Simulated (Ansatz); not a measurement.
# YCrI5: the cost of one run

Computed with Ansatz 0.2.0 (DFT PBE, scalar-relativistic, plane waves, PAW, unless a step's input says otherwise).

1 further run of the same task is left out (it didn't finish).

## 1. The system as given

The structure is tetragonal, space group P4/mmm (No. 123). The conventional cell has a = 5.414 Å, b = 5.414 Å, c = 8.652 Å, α = 90.00°, β = 90.00°, γ = 90.00°. Y (site symmetry 4/mmm) is surrounded by 12 I at 3.77 to 3.83 Å and 2 Cr at 4.33 Å. Around Cr (site symmetry 4/mmm) lie 8 I at 3.19 Å. I (site symmetry 2mm) is surrounded by 2 Cr at 3.19 Å and 1 I at 3.39 Å and 2 Y at 3.77 Å. I (site symmetry 4/mmm) has 8 I at 3.77 Å and 4 Y at 3.83 Å in its first shell of neighbours.

As a file:

```cif
data_structure
_symmetry_space_group_name_H-M 'P4/mmm'
_symmetry_Int_Tables_number 123
_cell_length_a 5.4136
_cell_length_b 5.4136
_cell_length_c 8.6525
_cell_angle_alpha 90.000
_cell_angle_beta 90.000
_cell_angle_gamma 90.000
_cell_volume 253.58
loop_
_atom_site_label
_atom_site_type_symbol
_atom_site_symmetry_multiplicity
_atom_site_Wyckoff_symbol
_atom_site_fract_x
_atom_site_fract_y
_atom_site_fract_z
_atom_site_occupancy
Y1 Y 1 a 0.00000 0.00000 0.00000 1
Cr1 Cr 1 b 0.00000 0.00000 0.50000 1
I1 I 4 i 0.50000 0.00000 0.69616 1
I2 I 1 c 0.50000 0.50000 0.00000 1
```

Recipe of the guess: species swapped into a database cell of CeIn5Ir (P4/mmm, No. 123), with Y on the Ce sites, I on the In sites and Cr on the Ir sites. Its size is a rough estimate.

## 2. Probe: one point on a coarse mesh

input.yaml reads:

```yaml
crystal:
  lattice:
    - [5.41357084, 0.0, 0.0]
    - [0.0, 5.41357084, 0.0]
    - [0.0, 0.0, 8.65248315]
  atoms:
    - { symbol: "Y", position: [0.0, 0.0, 0.0] }
    - { symbol: Cr, position: [0.0, 0.0, 0.5], spin: 3.0 }
    - { symbol: I, position: [0.5, 0.0, 0.69616258] }
    - { symbol: I, position: [0.0, 0.5, 0.69616258] }
    - { symbol: I, position: [0.5, 0.5, 0.0] }
    - { symbol: I, position: [0.0, 0.5, 0.30383742] }
    - { symbol: I, position: [0.5, 0.0, 0.30383742] }
basis:
  ecutwfc: 420
kpoints:
  mp_grid: { grid: [4, 4, 2] }
hamiltonian:
  xc: pbe
scf:
  occupations: { method: gaussian, width: 0.1 }
  lower_state_search: "off"
output:
  forces: true
  stress: true
  eigenvalues: true
  populations: true
magnetization:
  spin_polarized: true
```

The run is started by

```
> ansatz run input.yaml --threads 1 --pin off --max-ram 2560MiB --backend cpu --events-out ev --progress --plain --runs-dir out
```

**Question.** How long does this run take on 1 thread of AMD EPYC 7B13 (Zen 3), shared host, and how much memory does it need?

About 33 s, with a peak of 0.78 GiB.
